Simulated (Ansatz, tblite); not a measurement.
# The cluster Au₄Cl₃: a ladder of methods and basis sets

One table from this session's results is given with a row withheld; the runs are named, their logs left out.

Program: Ansatz 0.2.0, Gaussian basis. Level of theory: as each input shows. These are calculated values, not measurements.

Plan: GFN1-xTB, GFN2-xTB, PBE-D4/def2-TZVP, r2SCAN-D4/def2-TZVP, B3LYP-D4/def2-TZVP, BLYP-D4/def2-TZVP, r2SCAN0-D4/def2-TZVP, PBE-D4/def2-SVP, PBE0-D4/def2-SVP, MP2/def2-TZVP, RPA/def2-TZVP.

4 further runs of the same task are left out: 4 set aside as unsound or not needed.

### The structure

The geometry is that of the doublet, from an earlier relaxation (r2SCAN-D4/def2-SVP). At that level it is the lowest of the isomers that a small search found.

7 atoms, charge 0, spin multiplicity 2.

Bond lengths: Au1–Cl5 2.351 Å, Au1–Cl7 2.353 Å, Au2–Cl5 2.375 Å, Au2–Cl6 2.342 Å, Au3–Au4 2.569 Å, Au3–Cl6 2.472 Å, Au4–Cl7 2.469 Å. Angles: Cl5–Au1–Cl7 171.5°, Cl5–Au2–Cl6 172.1°, Au4–Au3–Cl6 107.9°, Au3–Au4–Cl7 177.5°, Au1–Cl5–Au2 84.5°, Au2–Cl6–Au3 92.9°, Au1–Cl7–Au4 72.8°.

Au takes a core potential in the def2 sets. No spin-orbit coupling is included.

PBE0-D4/def2-TZVP was run before; its log isn't repeated, and its numbers join the tables.

The first run:

Tight binding, by tblite at 300 K electronic temperature and without a spin-polarisation term:

```python
tblite.interface.Calculator('GFN1-xTB', numbers, positions, charge=0, uhf=1).singlepoint()
```

Tight binding, by tblite at 300 K electronic temperature and without a spin-polarisation term:

```python
tblite.interface.Calculator('GFN2-xTB', numbers, positions, charge=0, uhf=1).singlepoint()
```

start.molden holds the orbitals of an earlier run on this state, given as this run's starting guess.

in.yaml

```yaml
crystal:
  periodic: [false, false, false]
  atoms:
    - {symbol: Au, position_ang: [1.461111, 1.601351, 0.108882]}
    - {symbol: Au, position_ang: [-1.580418, 0.697423, -0.056245]}
    - {symbol: Au, position_ang: [-0.906736, -2.727377, -0.099418]}
    - {symbol: Au, position_ang: [1.188674, -1.245837, 0.024489]}
    - {symbol: Cl, position_ang: [-0.541941, 2.830665, 0.058045]}
    - {symbol: Cl, position_ang: [-2.883270, -1.245044, -0.179682]}
    - {symbol: Cl, position_ang: [3.262590, 0.088819, 0.143929]}
basis:
  gaussian: {orbitals: def2-TZVP, initial_orbitals: start.molden}
magnetization: {spin_polarized: true, initial_magnetization: 1}
hamiltonian: {xc: pbe, dispersion: d4}
scf: {omitted_lower_state_checks: [starts]}
output: {forces: true, orbitals: {seedname: orbitals}}
```

Launch:

```
$ ansatz run in.yaml --threads 4 --pin off --events-out ev --progress --plain --max-ram 4787MiB
```

Among the steps run: PBE-D4/def2-TZVP; r2SCAN-D4/def2-TZVP; B3LYP-D4/def2-TZVP; BLYP-D4/def2-TZVP; r2SCAN0-D4/def2-TZVP; PBE-D4/def2-SVP; PBE0-D4/def2-SVP; MP2/def2-TZVP; RPA/def2-TZVP.

One of the session's tables, all rows but one given; the rest of the session is left out.

It belongs to the step «Binding energy». 

| level | binding an atom (eV) |
| --- | --- |
| HF/def2-TZVP | 1.172 |
| PBE-D4/def2-SVP | 2.152 |
| PBE-D4/def2-TZVP | 2.184 |
| BLYP-D4/def2-TZVP | ? |
| r2SCAN-D4/def2-TZVP | 2.208 |
| B3LYP-D4/def2-TZVP | 1.968 |
| PBE0-D4/def2-SVP | 2.026 |
| PBE0-D4/def2-TZVP | 2.070 |
| r2SCAN0-D4/def2-TZVP | 2.074 |
| RPA/def2-TZVP | 1.802 |
| MP2/def2-TZVP | 2.148 |

Q: Estimate the row for BLYP-D4/def2-TZVP from the others.

As computed: binding an atom (eV): 2.013. In the column «binding an atom (eV)» it lies between B3LYP-D4/def2-TZVP (1.968) and PBE0-D4/def2-SVP (2.026).

Limits of these values: Free atoms were run apart at each level; binding is atoms less cluster, divided by the number of atoms, without zero-point or spin-orbit terms.
